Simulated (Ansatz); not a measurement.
# GeAsH3 (triplet): wave-function methods side by side, cc-pVTZ

How much of the correlation energy of GeAsH3 (triplet) does each wave-function method recover here?

Method: cc-pVTZ, core rule «outside noble gas», up to 28 orbitals frozen; program: Ansatz 0.2.0, Gaussian basis.

The runs, in order: UHF; CCSD(T) on ROHF; CCSD(T) on UHF; BCCD(T) on ROHF; CCSDT(Q) on ROHF; CCSDT(Q) on UHF; CASSCF and NEVPT2, 12 electrons in 11 orbitals.

9 further runs of the same task are left out: 1 for a known fault of the program, 3 that didn't finish, 5 set aside as unsound or not needed. Runs told in other sessions of the task aren't counted.

### 1 The geometry

The geometry is a PBE0/def2-TZVP stationary point (not a proven minimum). No spin-orbit coupling is included. The filled d shell of Ge, As may be among the frozen orbitals whatever the setting's name suggests.

5 atoms, charge 0, spin multiplicity 3.

Atoms are counted from 1 here; the program's logs count them from 0.

Bond lengths: Ge1–As2 2.417 Å, Ge1–H3 1.540 Å, Ge1–H4 1.540 Å, Ge1–H5 1.540 Å. Angles: As2–Ge1–H3 110.3°, As2–Ge1–H4 110.3°, As2–Ge1–H5 110.3°, H3–Ge1–H4 108.7°, H3–Ge1–H5 108.7°, H4–Ge1–H5 108.7°.

### 2 UHF

in.yaml reads:

```yaml
crystal:
  periodic: [false, false, false]
  atoms:
    - {symbol: Ge, position_ang: [-1.191943, -0.008234, 0.002120]}
    - {symbol: As, position_ang: [1.225257, 0.008464, -0.002179]}
    - {symbol: H, position_ang: [-1.734783, 1.432476, 0.005020]}
    - {symbol: H, position_ang: [-1.717585, -0.735786, 1.252999]}
    - {symbol: H, position_ang: [-1.722058, -0.732435, -1.248816]}
basis:
  gaussian: {orbitals: cc-pVTZ}
magnetization: {spin_polarized: true, initial_magnetization: 2}
hamiltonian: {xc: hf}
output: {orbitals: {seedname: orbitals}}
```

Started as:

```bash
$ ansatz run in.yaml --threads 1 --pin off --events-out ev --progress --plain --max-ram 4096MiB --backend cpu
```

After this run come: CCSD(T) on ROHF; CCSD(T) on UHF; BCCD(T) on ROHF; CCSDT(Q) on ROHF; CCSDT(Q) on UHF; CASSCF and NEVPT2, 12 electrons in 11 orbitals.

**Question.** What will the summary of the whole plan be? Wanted: UCCSDT(Q) from the RHF energy; RMP2 from UCCSDT(Q); UMP2 from UCCSDT(Q); RCCSD from UCCSDT(Q); RCCSD(T) from UCCSDT(Q); UCCSD(T) from UCCSDT(Q); RCCSDT(Q) from UCCSDT(Q); NEVPT2 valence from UCCSDT(Q); T1 diagnostic.

**Answer**, as computed:

| quantity | value |
| --- | --- |
| UCCSDT(Q) from the ROHF energy | -7.2378 eV |
| RMP2 from UCCSDT(Q) | +30.44 kcal/mol |
| UMP2 from UCCSDT(Q) | +30.94 kcal/mol |
| RCCSD from UCCSDT(Q) | +6.83 kcal/mol |
| RCCSD(T) from UCCSDT(Q) | +1.27 kcal/mol |
| UCCSD(T) from UCCSDT(Q) | +1.06 kcal/mol |
| RCCSDT(Q) from UCCSDT(Q) | +0.22 kcal/mol |
| NEVPT2 valence from UCCSDT(Q) | +32.31 kcal/mol |
| levels within 1 kcal/mol (43 meV) | RCCSDT, UCCSDT, RCCSDT(Q) |
| T1 diagnostic | 0.017 |
| effectively unpaired electrons | 2.02 |

RCCSD(T) misses by +1.27 kcal/mol, 0.8 % of the correlation energy. One determinant dominates. These misses are within one basis, not against nature; the frozen cores of restricted and unrestricted runs differ, which can shift their rows.
